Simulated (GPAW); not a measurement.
Runs of GPAW 26.7.0 on NbTe. Symmetry: P-6m2, No. 187, hexagonal system. The conventional cell has a = 3.703 Å, b = 3.703 Å, c = 3.694 Å, α = 90.00°, β = 90.00°, γ = 120.00°. Te (site symmetry -6m2) is surrounded by 6 Nb at 2.83 Å. Nb (site symmetry -6m2) has 6 Te at 2.83 Å as nearest neighbours. The cell comes from a database or a generator and needn't be the stable form of this composition.

| task | level | potentials or basis | U | smearing | k mesh for the DOS | dos width | gap on the mesh (eV) | pressure (GPa) |
| --- | --- | --- | --- | --- | --- | --- | --- | --- |
| single point | PBEsol | PAW data sets generated in the run's folder for this functional, pw | - | gaussian 0.1 eV | - | - | none | -6.1 |
| single point | RPBE | the program's PAW data sets (release 1.2.1) made for this functional, pw | - | gaussian 0.02 eV | - | - | none | 0.7 |
| density of states | LDA+U | the program's PAW data sets (release 1.2.1) made for this functional, pw | Nb d U = 5 eV | improved-tetrahedron-method | 12 × 12 × 10 | 0.05 eV | none | (a) |
| single point | PBEsol | PAW data sets generated in the run's folder for this functional, pw | - | gaussian 0.05 eV | - | - | none | -6.1 |

Alike in all rows: no spin polarisation; cell as given; k mesh 8 × 8 × 7; cutoff (eV) 600.

Estimate the missing entries.

(a) -5.9.

Caveats: U without spin polarisation on a metal has little footing (some runs); the U is typed as a test and isn't derived for this compound (some runs).

A k mesh can miss the band edges, and the runs leave out spin-orbit coupling on Nb, Te.

A gap of «none» marks a metal or a gap under the smearing width.
